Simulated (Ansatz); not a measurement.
# CH7AlSeSi: one species, many methods

How much do the methods differ for CH7AlSeSi? The plan is to run it at one geometry with functionals of several rungs and with coupled cluster, and see how far each lands from CCSD(T) at the basis-set limit for the atomisation energy.

Program: Ansatz 0.2.0, Gaussian basis. Level of theory: functionals in def2-TZVPP, the program's frozen cores in correlated methods. These are calculated values, not measurements.

Plan: LDA (SPW92), PBE-D4, revPBE-D4, BLYP-D4, r2SCAN-D4, B97M-V, PBE0-D4, B3LYP-D4, r2SCANh-D4, r2SCAN0-D4, HSE06-D4, BHLYP-D4, CAM-B3LYP-D4, LC-ωPBE, ωB97X-V, ωB97M-V, B2PLYP, PBE-QIDH; CCSD(T)/def2-SVP; CCSD(T)/def2-TZVPP; MP2/def2-QZVPP; extrapolation to the limit; RPA on PBE.

## Step 1: The relaxed structure

An earlier PBE0-D4 in a triple-zeta def2 set relaxation fixed the geometry.

SMILES `[AlH2][CH2][SiH2][SeH]`, 11 atoms, charge 0, spin multiplicity 1.

Atoms are counted from 1 here; the program's logs count them from 0.

Bond lengths: Al1–C2 2.010 Å, Al1–H5 1.590 Å, Al1–H6 1.592 Å, C2–Si3 1.830 Å, C2–H7 1.092 Å, C2–H8 1.093 Å, Si3–Se4 2.363 Å, Si3–H9 1.486 Å, Si3–H10 1.483 Å, Se4–H11 1.471 Å. Angles: C2–Al1–H5 118.0°, C2–Al1–H6 115.8°, H5–Al1–H6 122.0°, Al1–C2–Si3 97.9°, Al1–C2–H7 114.6°, Al1–C2–H8 110.3°, Si3–C2–H7 112.7°, Si3–C2–H8 111.5°, H7–C2–H8 109.4°, C2–Si3–Se4 101.7°, C2–Si3–H9 120.3°, C2–Si3–H10 114.5°, Se4–Si3–H9 106.1°, Se4–Si3–H10 101.5°, H9–Si3–H10 110.1°, Si3–Se4–H11 92.7°.

## Step 2: LDA

This LDA is Slater exchange with PW92 correlation.

in.yaml reads:

```yaml
crystal:
  periodic: [false, false, false]
  atoms:
    - {symbol: Al, position_ang: [-1.202645, 0.999637, -0.045444]}
    - {symbol: C, position_ang: [0.647910, 0.660990, -0.752596]}
    - {symbol: Si, position_ang: [1.120426, -0.674300, 0.406877]}
    - {symbol: Se, position_ang: [-0.988503, -1.396619, 1.191023]}
    - {symbol: H, position_ang: [-2.429905, 0.801617, -1.037368]}
    - {symbol: H, position_ang: [-1.293346, 1.951230, 1.227581]}
    - {symbol: H, position_ang: [1.319264, 1.520919, -0.701812]}
    - {symbol: H, position_ang: [0.599127, 0.299289, -1.783292]}
    - {symbol: H, position_ang: [1.812921, -1.890389, -0.092411]}
    - {symbol: H, position_ang: [1.757893, -0.203094, 1.660507]}
    - {symbol: H, position_ang: [-1.277741, -2.126278, -0.052562]}
basis:
  gaussian: {orbitals: def2-TZVPP}
hamiltonian: {xc: lda}
output: {orbitals: {seedname: orbitals}}
```

After this run come: PBE-D4 (GGA); revPBE-D4 (GGA); BLYP-D4 (GGA); r2SCAN-D4 (meta-GGA); B97M-V (meta-GGA); PBE0-D4 (hybrid); B3LYP-D4 (hybrid); r2SCANh-D4 (hybrid); r2SCAN0-D4 (hybrid); HSE06-D4 (hybrid); BHLYP-D4 (hybrid); CAM-B3LYP-D4 (range-separated); LC-ωPBE (range-separated); ωB97X-V (range-separated); ωB97M-V (range-separated); B2PLYP (double hybrid); PBE-QIDH (double hybrid); CCSD(T) in def2-SVP; CCSD(T) in def2-TZVPP; MP2 in def2-QZVPP; RPA on PBE orbitals.

Q: Predict the results of all the runs planned. Wanted: atomisation energy, CCSD(T)/CBS; farthest beyond LDA; mean size of error, GGA; mean size of error, meta-GGA; mean size of error, hybrid; mean size of error, range-separated; mean size of error, double hybrid; gap, smallest and largest; T1 diagnostic.

The runs gave:

```
                               quantity                                                                                        value
        atomisation energy, CCSD(T)/CBS                                                                                    35.101 eV
    functionals within 0.351 eV (1.0 %)  PBE-D4, r2SCAN-D4, B97M-V, B3LYP-D4, r2SCANh-D4, r2SCAN0-D4, CAM-B3LYP-D4, ωB97X-V, ωB97M-V
                    farthest beyond LDA                                                                        revPBE-D4 (-0.781 eV)
                mean size of error, GGA                                                                                     0.554 eV
           mean size of error, meta-GGA                                                                                     0.103 eV
             mean size of error, hybrid                                                                                     0.358 eV
    mean size of error, range-separated                                                                                     0.246 eV
      mean size of error, double hybrid                                                                                     0.599 eV
              gap, smallest and largest                                                    4.86 eV (LDA (SPW92)), 11.74 eV (LC-ωPBE)
                          T1 diagnostic                                                                                       0.0099
triples share of the correlation energy                                                                                        3.7 %
```

In words: The LDA atomisation energy is off by 3.907 eV (11 %): it overbinds. PBE-D4 is off by -0.207 eV. Double hybrids carry the basis error of their MP2 part in triple zeta, and no dispersion term here, so their miss is partly the set-up's. The rungs meta-GGA, range-separated miss on average by less than the doubt on the reference (0.351 eV), so they tie. The reference freezes the cores and leaves out relativity and excitations past (T), and its outer-core shells are covered unevenly, so misses under about 0.351 eV can't be ranked. All levels share the lack of spin-orbit coupling, which lowers the free heavy atoms and so the true binding. Hartree-Fock recovers 74 % of the binding; the rest is correlation. CCSD(T) in def2-SVP is off by -2.288 eV, so the small basis spoils what the method gains. The gap grows from 4.9 to 11.7 eV across the functionals, mostly with the share of exact exchange. Correlated methods include outer-core shells of Se, which these sets cover unevenly.
